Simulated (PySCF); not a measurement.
# InSb (triplet) at other levels of theory

What do other methods print for InSb (triplet)?

Computed with PySCF 2.14.0. Level: method and basis as typed in the scripts.

5 further runs of the same task are left out: 1 for a known fault of the program, 4 that didn't finish.

## 1. The starting structure

InSb (triplet): 2 atoms, charge 0, spin multiplicity 3.

Bond lengths: In1–Sb2 2.893 Å.

## 2. The run that the others are compared with

Input file input.py:

```python
from pyscf import gto, dft

mol = gto.M(
    atom='In 0 0 0; Sb 0 0 2.893',
    basis='3-21g',
    charge=0,
    spin=2,
    verbose=4,
)
mf = dft.UKS(mol, xc='pbe')
mf.kernel()
mf.dip_moment()
print('orbital energies (hartree):', [e[max(0, n-3):n+3].round(4) for e, n in zip(mf.mo_energy, mol.nelec)])
```

On the command line:

```console
$ OMP_NUM_THREADS=1 python input.py
```

The log of this run is left out.

In short: E(SCF) = -12004.351767 Eh, 11 cycles, ⟨S²⟩ = 2.004, μ = 1.38 D.

No relativity is included for the heavy element. The bond length is a typed value, not an optimised one. The triplet is typed in the script; nothing here shows that it is the ground state.

## 3. Bp86

Run 1 changes functional: pbe → bp86.

Input file input.py:

```python
from pyscf import gto, dft

mol = gto.M(
    atom='In 0 0 0; Sb 0 0 2.893',
    basis='3-21g',
    charge=0,
    spin=2,
    verbose=4,
)
mf = dft.UKS(mol, xc='bp86')
mf.kernel()
mf.dip_moment()
print('orbital energies (hartree):', [e[max(0, n-3):n+3].round(4) for e, n in zip(mf.mo_energy, mol.nelec)])
```

On the command line:

```console
$ OMP_NUM_THREADS=1 python input.py
```

## 4. MP2 (UHF)

Run 2 changes step after the SCF: none → mp2; SCF type: UKS → UHF; functional: pbe → none (Hartree–Fock); frozen orbitals: none → 36.

input.py: that of step 2 with these lines changed.

```diff
@@ -1,2 +1,2 @@
-from pyscf import gto, dft
+from pyscf import gto, scf, mp
 
@@ -9,4 +9,5 @@
 )
-mf = dft.UKS(mol, xc='pbe')
+mf = scf.UHF(mol)
 mf.kernel()
+mp.MP2(mf, frozen=36).kernel()
 mf.dip_moment()
```

## 5. TDA

Run 3 changes step after the SCF: none → tda; number of roots: none → 5.

input.py: that of step 2 with these lines changed.

```diff
@@ -1,2 +1,2 @@
-from pyscf import gto, dft
+from pyscf import gto, dft, tdscf
 
@@ -11,2 +11,6 @@
 mf.kernel()
+td = tdscf.TDA(mf)
+td.nstates = 5
+td.kernel()
+td.analyze()
 mf.dip_moment()
```

## 6. Scan

Run 4 changes functional: pbe → scan.

input.py: that of step 2 with these lines changed.

```diff
@@ -9,3 +9,3 @@
 )
-mf = dft.UKS(mol, xc='pbe')
+mf = dft.UKS(mol, xc='scan')
 mf.kernel()
```

**Question.** What will these runs give? Wanted: for each run, E(SCF); from base; gap, α spin; SCF dipole; after the SCF.

As calculated:

| run | E(SCF) (hartree) | from base (eV) | cycles | gap, α spin (eV) | SCF dipole (D) | after the SCF |
| --- | --- | --- | --- | --- | --- | --- |
| base | -12004.351767 | 0 | 11 | 2.10 | 1.38 | n/a |
| bp86 | -12006.482165 | not comparable | 11 | 2.07 | 1.33 | n/a |
| MP2 (UHF) | -12000.413937 | not comparable | 16 | 8.41 | 2.19 | MP2 correlation -1.329 eV, core frozen |
| TDA | -12004.351767 | 0.0000 | 11 | 2.10 | 1.38 | lowest root found 0.10 eV |
| scan | -12006.130202 | not comparable | 14 | 2.15 | 2.64 | n/a |

**Reading.** A lower total energy from another functional means nothing by itself. The dearest run is “TDA”, at 23 s against 7 s.
